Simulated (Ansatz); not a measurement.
# CH9AlSSi2: the cost of one run

The runs use Ansatz 0.2.0, Gaussian basis; functionals in def2-TZVPP, the program's frozen cores in correlated methods.

Plan: PBE-D4, r2SCAN-D4, PBE0-D4, B3LYP-D4, ωB97X-V, ωB97M-V, B2PLYP; CCSD(T)/def2-TZVPP; MP2/def2-QZVPP; extrapolation to the limit.

### Step 1. Structure used throughout

All runs share one geometry, relaxed beforehand with PBE0-D4 in a triple-zeta def2 set.

14 atoms, charge 0, spin multiplicity 1.

Atoms are counted from 1 here; the program's logs count them from 0.

Bond lengths: Si1–C2 1.867 Å, Si1–H6 1.488 Å, Si1–H7 1.490 Å, Si1–H8 1.488 Å, C2–Al3 1.943 Å, C2–H9 1.096 Å, C2–H10 1.095 Å, Al3–S4 2.185 Å, Al3–H11 1.580 Å, S4–Si5 2.135 Å, Si5–H12 1.485 Å, Si5–H13 1.484 Å, Si5–H14 1.484 Å. Angles: C2–Si1–H6 110.1°, C2–Si1–H7 110.1°, C2–Si1–H8 112.6°, H6–Si1–H7 107.6°, H6–Si1–H8 108.3°, H7–Si1–H8 108.0°, Si1–C2–Al3 113.5°, Si1–C2–H9 108.7°, Si1–C2–H10 108.1°, Al3–C2–H9 107.8°, Al3–C2–H10 110.6°, H9–C2–H10 108.0°, C2–Al3–S4 123.5°, C2–Al3–H11 122.6°, S4–Al3–H11 113.9°, Al3–S4–Si5 104.3°, S4–Si5–H12 111.8°, S4–Si5–H13 110.8° and more.

### Step 2. PBE-D4 (GGA)

in.yaml reads:

```yaml
crystal:
  periodic: [false, false, false]
  atoms:
    - {symbol: Si, position_ang: [-1.774191, -0.289912, -0.899032]}
    - {symbol: C, position_ang: [-0.594154, -1.349063, 0.086136]}
    - {symbol: Al, position_ang: [-0.012826, -0.523832, 1.746056]}
    - {symbol: S, position_ang: [1.472386, 1.076345, 1.841371]}
    - {symbol: Si, position_ang: [2.046026, 1.385802, -0.191461]}
    - {symbol: H, position_ang: [-1.092142, 0.954809, -1.347340]}
    - {symbol: H, position_ang: [-2.932595, 0.111747, -0.051632]}
    - {symbol: H, position_ang: [-2.304755, -0.989831, -2.100488]}
    - {symbol: H, position_ang: [-1.094668, -2.291014, 0.337741]}
    - {symbol: H, position_ang: [0.266184, -1.582328, -0.549726]}
    - {symbol: H, position_ang: [-0.600611, -0.935599, 3.154179]}
    - {symbol: H, position_ang: [1.889522, 0.151438, -1.002446]}
    - {symbol: H, position_ang: [1.242750, 2.471016, -0.806408]}
    - {symbol: H, position_ang: [3.476174, 1.781322, -0.188153]}
basis:
  gaussian: {orbitals: def2-TZVPP}
hamiltonian: {xc: pbe, dispersion: d4}
output: {forces: true, orbitals: {seedname: orbitals}}
```

Run with:

```bash
$ ansatz run in.yaml --threads 4 --pin off --events-out ev --progress --plain --max-ram 10444MiB
```

Q: Estimate wall time and peak memory on 4 threads of Arm Neoverse V1, shared host.

About 4.8 s, with a peak of 0.59 GiB.
